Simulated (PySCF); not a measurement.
# C2H12O2Si3: NMR shifts

Wanted: the NMR shifts of C2H12O2Si3 (`[SiH3]CCO[SiH2]O[SiH3]`), by calculation.

Computed with PySCF 2.14.0, with density-fitted response routines of our own, on a single molecule in the gas phase. Atoms are numbered from 0 throughout.

**1. The molecule as given**

19 atoms, charge 0, multiplicity 1; geometry from: GFN2-xTB.

Bonds of the start (Å): Si0–C1 1.91, C1–C2 1.52, C2–O3 1.40, O3–Si4 1.62, Si4–O5 1.61, O5–Si6 1.62, Si0–H7 1.46, Si0–H8 1.46, Si0–H9 1.47, C1–H10 1.09, C1–H11 1.09, C2–H12 1.10, C2–H13 1.10, Si4–H14 1.46, Si4–H15 1.46, Si6–H16 1.46, Si6–H17 1.46, Si6–H18 1.46.

**2. Shielding tensors: PBE0/pcSseg-1**

The job: settings as JSON, then the geometry in Å.

```
{"job": {"kind": "nmr", "xc": "PBE0", "basis": "pcSseg-1"}, "charge": 0, "multiplicity": 1}
Si    -1.664764    -0.565453     1.529532
C     -2.158142    -0.934820    -0.277964
C     -1.365950     0.004177    -1.167790
O     -0.115483     0.204053    -0.565769
Si     1.244984     0.793547    -1.208826
O      2.343415     0.702058    -0.036832
Si     2.852508     0.384222     1.468009
H     -0.356770    -1.125851     1.856220
H     -1.725675     0.876370     1.770164
H     -2.679880    -1.217101     2.372804
H     -3.224487    -0.809575    -0.457001
H     -1.911148    -1.968887    -0.518493
H     -1.233247    -0.387182    -2.183979
H     -1.873846     0.973379    -1.249511
H      1.107603     2.204891    -1.563770
H      1.718403    -0.044915    -2.308285
H      4.236661     0.853229     1.442145
H      2.026771     1.124653     2.420461
H      2.769241    -1.057544     1.701752
```

With the program's defaults for keys left out, this is: GIAO PBE0/pcSseg-1 NMR shielding, non-relativistic, gas phase.

The run is started by

```bash
$ OMP_NUM_THREADS=1 python probes_run.py task.json out
```

This one command runs all jobs of the session in turn.

What will the session give for the following? 13C shifts against TMS (PBE0/pcSseg-1); 1H shifts against TMS (PBE0/pcSseg-1, means over atoms taken as alike); 29Si shifts against TMS (PBE0/pcSseg-1); 17O shifts against H2O (PBE0/pcSseg-1). Wanted: 13C shifts against TMS; 1H shifts against TMS; 29Si shifts against TMS; 17O shifts against H2O.

**Answer**, as computed:

| quantity | value |
| --- | --- |
| 13C shifts against TMS (PBE0/pcSseg-1) | 60.3, 16.2 ppm |
| 1H shifts against TMS (PBE0/pcSseg-1, means over atoms taken as alike) | 5.20, 4.91, 4.08, 3.99, 1.35 ppm |
| 29Si shifts against TMS (PBE0/pcSseg-1) | -40.7, -42.8, -77.2 ppm |
| 17O shifts against H2O (PBE0/pcSseg-1) | 57.4, 27.3 ppm |

At PBE0/pcSseg-1: The largest span, 125 ppm, is at O5, where the paramagnetic term is -92 ppm.
